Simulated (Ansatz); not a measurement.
# C₂H₆ClNSi: how energies converge with the basis set

One table from this session's results is given with a row withheld; the runs are named, their logs left out.

Program: Ansatz 0.2.0, Gaussian basis. Level of theory: one geometry, several basis sets. These are calculated values, not measurements.

Plan: PBE0-D4/def2-SVP; ωB97M-V/def2-SVP; PBE0-D4/def2-QZVPP; ωB97M-V/def2-QZVPP; the functionals' def2-TZVPP values are taken from earlier runs.

## The relaxed structure

An earlier PBE0-D4 in a triple-zeta def2 set relaxation fixed the geometry.

SMILES `C[SiH2]C(=N)Cl`, 11 atoms, charge 0, spin multiplicity 1.

Atoms are counted from 1 here; the program's logs count them from 0.

Bond lengths: C1–Si2 1.858 Å, C1–H6 1.092 Å, C1–H7 1.092 Å, C1–H8 1.092 Å, Si2–C3 1.897 Å, Si2–H9 1.485 Å, Si2–H10 1.485 Å, C3–N4 1.249 Å, C3–Cl5 1.785 Å, N4–H11 1.020 Å. Angles: Si2–C1–H6 110.7°, Si2–C1–H7 110.4°, Si2–C1–H8 110.4°, H6–C1–H7 108.6°, H6–C1–H8 108.6°, H7–C1–H8 108.0°, C1–Si2–C3 109.4°, C1–Si2–H9 112.7°, C1–Si2–H10 112.7°, C3–Si2–H9 106.4°, C3–Si2–H10 106.4°, H9–Si2–H10 108.8°, Si2–C3–N4 123.7°, Si2–C3–Cl5 113.5°, N4–C3–Cl5 122.8°, C3–N4–H11 114.3°.

Set-up of the first run:

in.yaml reads:

```yaml
crystal:
  periodic: [false, false, false]
  atoms:
    - {symbol: C, position_ang: [-1.168381, 0.437227, 1.130895]}
    - {symbol: Si, position_ang: [-0.086014, 0.817318, -0.330913]}
    - {symbol: C, position_ang: [0.969663, -0.703707, -0.744897]}
    - {symbol: N, position_ang: [0.915914, -1.778460, -0.111105]}
    - {symbol: Cl, position_ang: [2.058655, -0.456130, -2.137881]}
    - {symbol: H, position_ang: [-1.787996, 1.299607, 1.387474]}
    - {symbol: H, position_ang: [-0.559217, 0.175505, 1.998088]}
    - {symbol: H, position_ang: [-1.822350, -0.408627, 0.910776]}
    - {symbol: H, position_ang: [0.863521, 1.928834, -0.068465]}
    - {symbol: H, position_ang: [-0.865265, 1.133155, -1.555266]}
    - {symbol: H, position_ang: [1.546573, -2.501620, -0.458005]}
basis:
  gaussian: {orbitals: def2-SVP}
hamiltonian: {xc: pbe0, dispersion: d4}
output: {orbitals: {seedname: orbitals}}
```

On the command line:

```sh
$ ansatz run in.yaml --threads 4 --pin off --events-out ev --progress --plain --max-ram 10444MiB
```

Steps of the session up to this table: PBE0-D4 in def2-SVP; ωB97M-V in def2-SVP; PBE0-D4 in def2-QZVPP; ωB97M-V in def2-QZVPP.

One table of the session follows, with a row left open; its other results are not shown here.

It belongs to the step «Density functionals: the series». 

```
functional       basis  HOMO (eV)
   PBE0-D4    def2-SVP          ?
   PBE0-D4  def2-TZVPP      -8.12
   PBE0-D4  def2-QZVPP      -8.16
   ωB97M-V    def2-SVP     -10.11
   ωB97M-V  def2-TZVPP     -10.35
   ωB97M-V  def2-QZVPP     -10.39
```

**Question.** Estimate the row for PBE0-D4, def2-SVP.

The run gave: HOMO (eV): -7.93. In the column «HOMO (eV)» it is the highest.
